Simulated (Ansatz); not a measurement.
# ClH4SSi2: the cost of one run

Program: the Python package of Ansatz 0.2.0. Level of theory: PBE+D4/def2-SVP. These are calculated values, not measurements.

**1. The system**

Bond lengths: Si1–S2 2.074 Å, S2–Si3 2.137 Å, Si3–Cl4 1.970 Å, Si1–H5 1.508 Å, Si1–H6 1.541 Å, Si3–H7 1.452 Å, Si3–H8 1.533 Å. Angles: Si1–S2–Si3 94.0°, S2–Si1–H5 110.6°, S2–Si1–H6 109.5°, H5–Si1–H6 105.7°, S2–Si3–Cl4 109.9°, S2–Si3–H7 111.5°, S2–Si3–H8 106.8°, Cl4–Si3–H7 112.0°, Cl4–Si3–H8 107.3°, H7–Si3–H8 109.2°.

The script holds or builds the structure itself.

**2. The code**

clh4ssi2.py reads:

```python
import warnings

import ansatz as az
from ase import Atoms

warnings.simplefilter("ignore", az.DeckWarning)

atoms = Atoms(["Si", "S", "Si", "Cl", "H", "H", "H", "H"], positions=[
    (-0.7909, 1.5126, -0.0322),
    (0.9431, 0.7171, 0.7811),
    (0.5161, -1.2717, 0.1248),
    (-0.922, -2.0463, 1.2264),
    (-0.7592, 1.4256, -1.5375),
    (-0.8697, 3.0157, 0.2968),
    (0.1952, -1.3069, -1.2907),
    (1.7796, -2.1032, 0.3755),
])

first = (
    az.Crystal.molecule_from_ase(atoms).calculation()
    .basis(gaussian="def2-SVP")
    .functional("pbe", dispersion="d4")
    .spin("collinear", total=1)
    .accuracy("medium")
    .relax(force_tolerance=0.02, max_steps=80)
)
atoms.positions = first.run().report["positions_ang"]

rows = []
for angle in [90, 100, 110, 120, 135, 150, 165, 179]:
    bent = atoms.copy()
    bent.set_angle(0, 1, 2, angle, indices=[2, 3, 6, 7])
    job = (
        az.Crystal.molecule_from_ase(bent).calculation()
        .basis(gaussian="def2-SVP")
        .functional("pbe", dispersion="d4")
        .spin("collinear", total=1)
        .accuracy("medium")
    )
    rows.append((angle, job.run().report["free_energy_ev"]))
floor = min(e for _, e in rows)
for angle, e in rows:
    print(f"angle Si0-S1-Si2 = {angle:3d} deg   {1000 * (e - floor):9.1f} meV")
```

**3. The calls as engine input**

The package turns the script's settings into the engine's input (first run):

```yaml
crystal:
  periodic: [false, false, false]
  atoms:
    - { symbol: Si, position_ang: [-0.7909, 1.5126, -0.0322] }
    - { symbol: S, position_ang: [0.9431, 0.7171, 0.7811] }
    - { symbol: Si, position_ang: [0.5161, -1.2717, 0.1248] }
    - { symbol: Cl, position_ang: [-0.922, -2.0463, 1.2264] }
    - { symbol: H, position_ang: [-0.7592, 1.4256, -1.5375] }
    - { symbol: H, position_ang: [-0.8697, 3.0157, 0.2968] }
    - { symbol: H, position_ang: [0.1952, -1.3069, -1.2907] }
    - { symbol: H, position_ang: [1.7796, -2.1032, 0.3755] }
accuracy: medium
basis:
  gaussian:
    orbitals: def2-SVP
hamiltonian:
  xc: pbe
  dispersion: d4
magnetization:
  spin_polarized: true
  initial_magnetization: 1.0
relax:
  f_tol: 0.02
  max_steps: 80
```

**4. Running it**

Command:

```console
$ python clh4ssi2.py
```

What time and memory should one allow on 1 thread of Arm Neoverse V1, shared host?

About 2.1 min, with a peak of 0.23 GiB.
